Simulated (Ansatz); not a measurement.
**NbRu: a strain scan**

The task, for NbRu: strain the cell along the Voigt pattern (0, 0, 0, 1, 0, 0).

Method: DFT PBEsol, scalar-relativistic, plane waves, PAW, in Ansatz 0.2.0.

## (1) The system as given

The structure is cubic, space group Pm-3m (No. 221). Conventional cell: a = 3.184 Å, b = 3.184 Å, c = 3.184 Å, α = 90.00°, β = 90.00°, γ = 90.00°. Around Nb (site symmetry m-3m) lie 8 Ru at 2.76 Å. Around Ru (site symmetry m-3m) lie 8 Nb at 2.76 Å.

Coordinates:

```cif
data_structure
_symmetry_space_group_name_H-M 'P 1'
_symmetry_Int_Tables_number 1
_cell_length_a 3.1840
_cell_length_b 3.1840
_cell_length_c 3.1840
_cell_angle_alpha 90.000
_cell_angle_beta 90.000
_cell_angle_gamma 90.000
_cell_volume 32.28
loop_
_atom_site_label
_atom_site_type_symbol
_atom_site_fract_x
_atom_site_fract_y
_atom_site_fract_z
_atom_site_occupancy
Nb1 Nb 0.00000 0.00000 0.00000 1
Ru1 Ru 0.50000 0.50000 0.50000 1
```

The cell is taken as given, not relaxed at this level.

## (2) The reference cell

The reference gives a free energy of -10312.2235 eV, pressure -9.73 GPa, largest force 0.000 eV/Å and gap on the mesh none (metal). It was computed beforehand with the settings of the runs below.

## (3) The scan: a strain scan

The cell is strained by ε times the Voigt pattern (0, 0, 0, 1, 0, 0) (xx, yy, zz, yz, xz, xy; engineering shear), with fractional coordinates fixed (clamped ions). The stress on the pattern is the sum of the stress components weighted by it, tension positive.

## (4) Point ε = -0.0600

Contents of input.yaml:

```yaml
crystal:
  lattice:
    - [3.184, 0.0, 0.0]
    - [0.0, 3.184, -0.09552]
    - [0.0, -0.09552, 3.184]
  atoms:
    - { symbol: Nb, position: [0.0, 0.0, 0.0] }
    - { symbol: Ru, position: [0.5, 0.5, 0.5] }
basis:
  ecutwfc: 420
kpoints:
  mp_grid: { grid: [16, 16, 16] }
hamiltonian:
  xc: pbesol
scf:
  occupations: { method: gaussian, width: 0.15 }
output:
  forces: true
  stress: true
  eigenvalues: true
```

Run with:

```sh
> ansatz run input.yaml --threads 1 --pin off --max-ram 2560MiB --backend cpu --events-out ev --progress --plain --runs-dir out
```

## (5) At ε = 0.0450

Edit input.yaml of step 4 so:

```diff
@@ -3,4 +3,4 @@
     - [3.184, 0.0, 0.0]
-    - [0.0, 3.184, -0.09552]
-    - [0.0, -0.09552, 3.184]
+    - [0.0, 3.184, 0.07164]
+    - [0.0, 0.07164, 3.184]
   atoms:
```

## (6) At ε = -0.0300

Edit input.yaml of step 5 so:

```diff
@@ -3,4 +3,4 @@
     - [3.184, 0.0, 0.0]
-    - [0.0, 3.184, 0.07164]
-    - [0.0, 0.07164, 3.184]
+    - [0.0, 3.184, -0.04776]
+    - [0.0, -0.04776, 3.184]
   atoms:
```

## (7) At ε = 0.0150

Edit input.yaml of step 6 so:

```diff
@@ -3,4 +3,4 @@
     - [3.184, 0.0, 0.0]
-    - [0.0, 3.184, -0.04776]
-    - [0.0, -0.04776, 3.184]
+    - [0.0, 3.184, 0.02388]
+    - [0.0, 0.02388, 3.184]
   atoms:
```

## (8) Point ε = 0.0525

Edit input.yaml of step 7 so:

```diff
@@ -3,4 +3,4 @@
     - [3.184, 0.0, 0.0]
-    - [0.0, 3.184, 0.02388]
-    - [0.0, 0.02388, 3.184]
+    - [0.0, 3.184, 0.08358]
+    - [0.0, 0.08358, 3.184]
   atoms:
```

## (9) ε = 0.0375

Edit input.yaml of step 8 so:

```diff
@@ -3,4 +3,4 @@
     - [3.184, 0.0, 0.0]
-    - [0.0, 3.184, 0.08358]
-    - [0.0, 0.08358, 3.184]
+    - [0.0, 3.184, 0.0597]
+    - [0.0, 0.0597, 3.184]
   atoms:
@@ -20 +20,5 @@
   eigenvalues: true
+  write_density: true
+  write_potential: true
+  elf: true
+  volumetric_format: npy
```

## (10) ε = 0.0225

Edit input.yaml of step 9 so:

```diff
@@ -3,4 +3,4 @@
     - [3.184, 0.0, 0.0]
-    - [0.0, 3.184, 0.0597]
-    - [0.0, 0.0597, 3.184]
+    - [0.0, 3.184, 0.03582]
+    - [0.0, 0.03582, 3.184]
   atoms:
@@ -20,5 +20 @@
   eigenvalues: true
-  write_density: true
-  write_potential: true
-  elf: true
-  volumetric_format: npy
```

## (11) Point ε = 0.0075

Edit input.yaml of step 10 so:

```diff
@@ -3,4 +3,4 @@
     - [3.184, 0.0, 0.0]
-    - [0.0, 3.184, 0.03582]
-    - [0.0, 0.03582, 3.184]
+    - [0.0, 3.184, 0.01194]
+    - [0.0, 0.01194, 3.184]
   atoms:
```

(Steps that only read results are left out.)

**Question.** What will these runs give? Wanted: slope of the stress at ε = 0, from the points at -0.0300, 0 and 0.0075.

**Answer**, as computed:

| quantity | value |
| --- | --- |
| slope of the stress at ε = 0, from the points at -0.0300, 0 and 0.0075 | 61 GPa |

**Reading.** From the stress slope, C44 is about 61 GPa with the ions clamped; letting the atoms relax could not make it stiffer. The step is wide, so higher orders mix in. The reference stands under -9.7 GPa, so this is no zero-stress constant. No sampled point lies below the undisturbed cell.
